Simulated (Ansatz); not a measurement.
# GePt: the cost of one run

Computed with Ansatz 0.2.0 (DFT r2SCAN, scalar-relativistic, plane waves, PAW, unless a step's input says otherwise).

1 further run of the same task is left out (it didn't finish).

## (1) The starting structure

Symmetry: Pnma, No. 62, orthorhombic system. Conventional cell: a = 5.732 Å, b = 3.701 Å, c = 6.088 Å, α = 90.00°, β = 90.00°, γ = 90.00°. Around Ge (site symmetry m) lie 6 Pt at 2.50 to 2.63 Å. Pt (site symmetry m) is surrounded by 6 Ge at 2.50 to 2.63 Å.

As a file:

```xyz
8
Lattice="5.7320 0.0000 0.0000 0.0000 3.7010 0.0000 0.0000 0.0000 6.0880" Properties=species:S:1:pos:R:3 pbc="T T T"
Ge    4.6143    2.7757    3.5919
Ge    1.1177    0.9253    2.4961
Ge    3.9837    0.9253    0.5479
Ge    1.7483    2.7757    5.5401
Pt    5.6747    2.7757    1.1872
Pt    0.0573    0.9253    4.9008
Pt    2.9233    0.9253    4.2312
Pt    2.8087    2.7757    1.8568
```

(A quick probe on a coarse mesh, which set the mesh and smearing, is not shown.)

## (3) Relaxing cell and atoms

Contents of input.yaml:

```yaml
crystal:
  lattice:
    - [5.732, 0.0, 0.0]
    - [0.0, 3.701, 0.0]
    - [0.0, 0.0, 6.088]
  atoms:
    - { symbol: Ge, position: [0.805, 0.75, 0.59] }
    - { symbol: Ge, position: [0.195, 0.25, 0.41] }
    - { symbol: Ge, position: [0.695, 0.25, 0.09] }
    - { symbol: Ge, position: [0.305, 0.75, 0.91] }
    - { symbol: Pt, position: [0.99, 0.75, 0.195] }
    - { symbol: Pt, position: [0.01, 0.25, 0.805] }
    - { symbol: Pt, position: [0.51, 0.25, 0.695] }
    - { symbol: Pt, position: [0.49, 0.75, 0.305] }
basis:
  ecutwfc: 500
kpoints:
  mp_grid: { grid: [8, 10, 6] }
hamiltonian:
  xc: r2scan
scf:
  occupations: { method: gaussian, width: 0.1 }
output:
  forces: true
  stress: true
  eigenvalues: true
relax:
  adjacent_minimum: "off"
  f_tol: 0.01
  max_steps: 80
  cell: { stress_tol: 0.05 }
```

Run with:

```console
$ ansatz run input.yaml --threads 1 --pin off --max-ram 3072MiB --backend cpu --events-out ev --progress --plain --runs-dir out
```

What time and memory should one allow on 1 thread of Arm Neoverse V1, shared host?

About 22 min, with a peak of 1.3 GiB.
